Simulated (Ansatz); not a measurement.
# Li started on a Ga site and Li started on a Ga site in perovskite LaGaO3, 40 atoms, charge 0

Aim: let the atoms about the defect relax, then read the frontier levels and the spin by PBEsol, HSE06 and r²SCAN.

Program: Ansatz 0.2.0, PAW, plane waves. These are calculated values, not measurements.

## 1. The starting cell

40 atoms (8 La, 2 Li, 6 Ga, 24 O); a = 7.729 Å, b = 7.729 Å, c = 7.729 Å, α = 90.00°, β = 90.00°, γ = 90.00°. All atoms were shaken off their sites by about 0.02 Å along each axis. Defect site 1: (0.250, 0.250, 0.250). Defect site 2: (0.750, 0.750, 0.750). Starting moments add up to 2 μB.

Steps to follow: (2) PBEsol relaxation at the single k point (¼, ¼, ¼), on 12 threads of Intel Xeon Platinum 8259CL at 2.50GHz; (3) HSE06 single point at the single k point (¼, ¼, ¼), on 12 threads of Intel Xeon Platinum 8259CL at 2.50GHz; (4) r²SCAN single point at the single k point (¼, ¼, ¼), on 12 threads of Intel Xeon Platinum 8259CL at 2.50GHz.

## 2. Relaxation of the positions (PBEsol)

Input file in.yaml:

```yaml
crystal:
  lattice:
    - [7.729308, 0.000000, 0.000000]
    - [0.000000, 7.729308, 0.000000]
    - [0.000000, 0.000000, 7.729308]
  atoms:
    - { symbol: La, position: [0.001583, 0.002222, 0.001375] }
    - { symbol: La, position: [0.998614, 0.001996, 0.499072] }
    - { symbol: La, position: [0.998760, 0.496114, 0.000975] }
    - { symbol: La, position: [0.997929, 0.500529, 0.502408] }
    - { symbol: La, position: [0.500382, 0.999467, 0.000889] }
    - { symbol: La, position: [0.498634, 0.005424, 0.499806] }
    - { symbol: La, position: [0.502316, 0.499785, 0.000326] }
    - { symbol: La, position: [0.501685, 0.501493, 0.499418] }
    - { symbol: Li, position: [0.247364, 0.250394, 0.249572], spin: 0.143 }
    - { symbol: Li, position: [0.747859, 0.751080, 0.748379], spin: 0.143 }
    - { symbol: Ga, position: [0.249444, 0.249045, 0.745644] }
    - { symbol: Ga, position: [0.250124, 0.748056, 0.251286] }
    - { symbol: Ga, position: [0.250496, 0.746170, 0.746917] }
    - { symbol: Ga, position: [0.750958, 0.246815, 0.251781] }
    - { symbol: Ga, position: [0.750343, 0.253608, 0.751059] }
    - { symbol: Ga, position: [0.751258, 0.752841, 0.255143] }
    - { symbol: O, position: [0.247272, 0.248573, 0.996038], spin: 0.143 }
    - { symbol: O, position: [0.251377, 0.247273, 0.502719], spin: 0.143 }
    - { symbol: O, position: [0.250418, 0.751559, 0.002831] }
    - { symbol: O, position: [0.245319, 0.746818, 0.499472] }
    - { symbol: O, position: [0.751441, 0.254679, 0.999378] }
    - { symbol: O, position: [0.749148, 0.248853, 0.500455] }
    - { symbol: O, position: [0.752988, 0.749086, 0.998109], spin: 0.143 }
    - { symbol: O, position: [0.754847, 0.745421, 0.501254], spin: 0.143 }
    - { symbol: O, position: [0.999782, 0.254278, 0.252349], spin: 0.143 }
    - { symbol: O, position: [0.006374, 0.255061, 0.748483] }
    - { symbol: O, position: [0.998129, 0.747847, 0.254229] }
    - { symbol: O, position: [0.998127, 0.747636, 0.746442], spin: 0.143 }
    - { symbol: O, position: [0.497728, 0.252743, 0.248436], spin: 0.143 }
    - { symbol: O, position: [0.502530, 0.252553, 0.752864] }
    - { symbol: O, position: [0.504453, 0.755358, 0.252185] }
    - { symbol: O, position: [0.498690, 0.749211, 0.750209], spin: 0.143 }
    - { symbol: O, position: [0.246740, 0.000639, 0.255452], spin: 0.143 }
    - { symbol: O, position: [0.247616, 0.004222, 0.749553] }
    - { symbol: O, position: [0.249936, 0.508313, 0.249857], spin: 0.143 }
    - { symbol: O, position: [0.253959, 0.500555, 0.746183] }
    - { symbol: O, position: [0.749330, 0.000111, 0.250904] }
    - { symbol: O, position: [0.748753, 0.999114, 0.747612], spin: 0.143 }
    - { symbol: O, position: [0.745603, 0.501174, 0.247445] }
    - { symbol: O, position: [0.750524, 0.501507, 0.744443], spin: 0.143 }
  symmetry: { detect: false }
kpoints:
  mp_grid: { grid: [1, 1, 1], shift: [0.25, 0.25, 0.25] }
hamiltonian:
  xc: pbesol
magnetization:
  spin_polarized: true
scf:
  occupations: { method: fermi_dirac, width: 0.01 }
relax:
  f_tol: 0.03
  max_steps: 80
  escape_saddle: false
  adjacent_minimum: "off"
output:
  forces: true
  eigenvalues: true
  populations: true
```

On the command line:

```
$ ansatz run in.yaml --threads 12 --pin off --max-ram 22800MiB --runs-dir r --events-out ev --progress --plain
```

After this run come: HSE06 on the final geometry; r²SCAN single point.

Before running it: what results should come out? Wanted: for each run, top filled to lowest empty; moment.

As calculated:

```
             level                      time  top filled to lowest empty (eV)  moment (μB)
PBEsol, relaxation     70 s (12 CPU threads)                             0.07         4.00
             HSE06  5.1 min (12 CPU threads)                             0.61         4.00
            r²SCAN     28 s (12 CPU threads)                             0.12         4.00
```

```
            quantity                              value
          relaxation  11 recorded steps, 2.23 eV gained
       largest shift      0.43 Å (O37 and others alike)
largest local moment                      +0.29 μB on O
```

The relaxation lowers the energy by 2.23 eV; the largest shift is 0.43 Å (O37 and others alike). At the same k points, PBEsol gives a spacing 0.54 eV smaller and r²SCAN gives a spacing 0.49 eV smaller than the 0.61 eV of HSE06. In a defect cell this spacing can involve defect levels, so it need not be the gap. The HSE06 single point took about 11 times as long as the r²SCAN one on the same kind of device.
